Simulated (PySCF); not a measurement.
# YO(OH): other functionals and bases at one geometry

One table from this session's results is given with a row withheld; the runs are named, their logs left out.

Method: several levels, as the steps say, no spin–orbit coupling; program: PySCF 2.14.0.

1 further run of the same task is left out (for a known fault of the program).

## Where the work starts

4 atoms, charge 0, spin multiplicity 1.

Bond lengths: Y1–O2 1.824 Å, Y1–O3 2.046 Å, O3–H4 0.959 Å. Angles: O2–Y1–O3 115.0°, Y1–O3–H4 140.4°.

As a file:

```xyz
4

Y     0.0163   -0.0465   -0.4739
O     1.3195    0.0311    0.7993
O    -1.8984    0.0251    0.2450
H    -2.3749    0.0779    1.0756
```

Formal oxidation states: Y +3. An earlier session relaxed this geometry at PBE0, Y def2-SVP with ECP28, O def2-SVP, H def2-SVP (singlet, point group Cs).

At PBE0 on the finer grid: E = -189.145295 Eh, HOMO -6.26 eV, LUMO -2.05 eV, Mulliken charge on Y1 +0.74 e, largest force component 0.016 eV/Å. 

Levels to run: BP86; CAM-B3LYP; PBE0, TZVP. Hardware: 2 threads of Arm Neoverse V1, shared host.

Set-up of the first run:

run.py (the lines that set the calculation)

```python
mol = gto.M(atom='''
Y      0.01626    -0.04646    -0.47394
O      1.31954     0.03111     0.79933
O     -1.89842     0.02510     0.24498
H     -2.37493     0.07786     1.07560''',
    basis={'Y': 'def2-SVP', 'O': 'def2-SVP', 'H': 'def2-SVP'},
    ecp={'Y': 'def2-SVP'},
    charge=0, spin=0)
mf = dft.RKS(mol, xc='B88,P86')
mf.grids.atom_grid = (75, 302)
mf = mf.density_fit()  # fitting sets: Y def2-universal-JKFIT, O def2-universal-JKFIT, H def2-universal-JKFIT
mf.conv_tol = 1e-08; mf.max_cycle = 55
mf.kernel(dm0)  # dm0: the density of the relaxed state
```

Run with:

```console
> OMP_NUM_THREADS=2 python run.py
```

Among the steps run: BP86; CAM-B3LYP; PBE0, TZVP.

One of the session's tables, all rows but one given; the rest of the session is left out.

```
              level  HOMO (eV)  gap (eV)  charge on Y1 (e)  dipole (D)  largest force component (eV/Å)
PBE0 (relaxed here)      -6.26      4.21              0.74        6.18                            0.02
               BP86      -4.94      2.43              0.60        5.62                            0.73
          CAM-B3LYP          ?         ?                 ?           ?                               ?
         PBE0, TZVP      -6.33      4.24              1.17        6.38                            0.24
```

Q: Estimate the row for CAM-B3LYP from the others.

As computed: HOMO (eV): -7.60; gap (eV): 6.11; charge on Y1 (e): 0.72; dipole (D): 6.36; largest force component (eV/Å): 0.09. In the column «HOMO (eV)» it is the lowest.

In one basis the HOMO–LUMO gap runs from 2.43 eV (BP86) to 6.11 eV (CAM-B3LYP). The largest leftover force, 0.73 eV/Å with BP86, stands at a geometry relaxed at another level. Total energies of different levels can't be compared.
